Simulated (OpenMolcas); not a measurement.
**C8H17Br (SMILES CCCCCCCCBr): SVWN/ANO-RCC-VDZP (DKH2, Cholesky decomposition)**

What is the vertical singlet–triplet gap of C8H17Br at SVWN/ANO-RCC-VDZP (DKH2, Cholesky decomposition)? 

The results are computed with OpenMolcas 26.06.

3 further runs of the same task are left out: 2 that didn't finish, 1 set aside as unsound or not needed.

**1. The molecule**

The species is C8H17Br (26 atoms), meant as a singlet with charge 0. SMILES: `CCCCCCCCBr`. The coordinates come from a GFN2-xTB relaxation. This is one conformer, not always the lowest.

Some bond lengths: C1–C2 1.523 Å, C2–C3 1.527 Å, C3–C4 1.527 Å, C4–C5 1.527 Å, C5–C6 1.529 Å, C6–C7 1.529 Å, C7–C8 1.516 Å, C8–Br9 1.957 Å, C1–H10 1.088 Å, C1–H11 1.088 Å, C1–H12 1.087 Å, C2–H13 1.093 Å, C2–H14 1.092 Å, C3–H15 1.093 Å, C3–H16 1.093 Å, C4–H17 1.093 Å. Some angles: C1–C2–C3 111.9°, C2–C3–C4 112.1°, C3–C4–C5 111.7°, C4–C5–C6 113.5°, C5–C6–C7 112.9°, C6–C7–C8 110.5°, C7–C8–Br9 111.1°, C1–C2–H13 109.4°, C1–C2–H14 109.4°, C3–C2–H13 109.2°.

**2. The energy at SVWN/ANO-RCC-VDZP (DKH2, Cholesky decomposition)**

Contents of geom.xyz:

```xyz
26

C     -2.980650    -2.558530    -1.727170
C     -1.578890    -2.059870    -1.399620
C     -1.604420    -0.680300    -0.745950
C     -0.201820    -0.173450    -0.419010
C     -0.236450     1.210730     0.225240
C      1.151620     1.806420     0.463560
C      1.938910     1.067370     1.545680
C      3.256210     1.768360     1.815480
Br     4.282090     0.834010     3.195680
H     -3.479050    -1.874420    -2.410690
H     -3.580030    -2.633910    -0.822420
H     -2.938960    -3.539930    -2.193780
H     -0.987360    -2.012770    -2.316980
H     -1.089710    -2.768470    -0.727320
H     -2.193750    -0.728250     0.172730
H     -2.097680     0.026650    -1.417510
H      0.387720    -0.128040    -1.338110
H      0.281940    -0.885040     0.252350
H     -0.793250     1.886230    -0.428860
H     -0.773940     1.156230     1.174600
H      1.038120     2.851720     0.763520
H      1.716730     1.790760    -0.471510
H      1.349490     1.030940     2.465010
H      2.135000     0.041220     1.230300
H      3.107390     2.782550     2.184530
H      3.890750     1.789810     0.930240
```

Contents of job.input:

```
* C8H17Br Kohn-Sham DFT
&GATEWAY
Coord
geom.xyz
Basis
ANO-RCC-VDZP
Group
NoSym
&SEWARD
Low
&SCF
KSDFT
SVWN
PrOrbitals
0
```

Run with:

```
$ export MOLCAS_MEM=1860
$ pymolcas job.input > job.log
```

Output:

```text
--- Start Module: gateway ---
[...]
--- Stop Module: gateway /rc=_RC_ALL_IS_WELL_ ---
--- Start Module: seward ---
[...]
      Basis functions          224
--- Stop Module: seward /rc=_RC_ALL_IS_WELL_ ---
[...]
--- Start Module: scf ---
[...]
       Convergence after  14 Iterations
[...]
::    Total KS-DFT energy                           -2916.7253989778
[...]
      Total spin, S                                     0.0000000000
[...]
      Total electronic charge=  100.000000
      Total            charge=   -0.000000
[...]
      Dipole Moment (debye):
      Origin of the operator (angstrom)=    1.7225    0.3601    1.2826
                   X= -1.5154E+00               Y=  6.9133E-01               Z= -1.6175E+00           Total=  2.3218E+00
      Quadrupole Moment (debye*angstrom):
[...]
--- Stop Module: scf /rc=_RC_ALL_IS_WELL_ ---
[...]
```

Wall time 3.7 min (1 thread of Arm Neoverse V1, shared host); peak memory 0.34 GiB.

**3. The triplet**

geom.xyz is that of step 2.

Contents of job.input:

```
* C8H17Br Kohn-Sham DFT
>>> EXPORT MOLCAS_PRINT=2

&GATEWAY
 Coord=geom.xyz
 Basis=ANO-RCC-VDZP
 Group=NoSym

&SEWARD
 Low

&SCF
 UHF
 Spin=3
 KSDFT=SVWN
 PrOrbitals=0
```

Run with:

```
$ export MOLCAS_MEM=1860
$ pymolcas job.input > job.log
```

Output:

```text
--- Start Module: gateway ---
[...]
--- Stop Module: gateway /rc=_RC_ALL_IS_WELL_ ---
--- Start Module: seward ---
[...]
      Basis functions          224
--- Stop Module: seward /rc=_RC_ALL_IS_WELL_ ---
[...]
--- Start Module: scf ---
[...]
       Convergence after  48 Iterations
[...]
::    Total KS-DFT energy                           -2916.5171153348
[...]
      Total spin, S                                     1.0004003220
[...]
      Total electronic charge=  100.000000
      Total            charge=   -0.000000
[...]
      Dipole Moment (debye):
      Origin of the operator (angstrom)=    1.7225    0.3601    1.2826
                   X= -5.8489E-02               Y=  1.4801E-01               Z= -5.5182E-01           Total=  5.7431E-01
      Quadrupole Moment (debye*angstrom):
[...]
--- Stop Module: scf /rc=_RC_ALL_IS_WELL_ ---
[...]
```

It took 8.6 min on 1 thread of Arm Neoverse V1, shared host; peak memory 0.34 GiB.

**4. Summary of results**

At SVWN/ANO-RCC-VDZP (DKH2, Cholesky decomposition):

| quantity | value |
| --- | --- |
| singlet: total energy | -2916.72540 Eh |
| singlet: dipole moment | 2.32 D |
| singlet: HOMO energy | -6.97 eV |
| singlet: LUMO energy | -1.53 eV |
| singlet: HOMO–LUMO gap | 5.44 eV |
| triplet: total energy | -2916.51712 Eh |
| triplet: dipole moment | 0.57 D |
| triplet: HOMO energy (highest over α and β) | -1.67 eV |
| triplet: ⟨S²⟩ | 2.001 |
| vertical energy of the triplet above the singlet | 5.668 eV |

In words: At this shape the triplet lies 5.67 eV (547 kJ/mol) above the singlet.
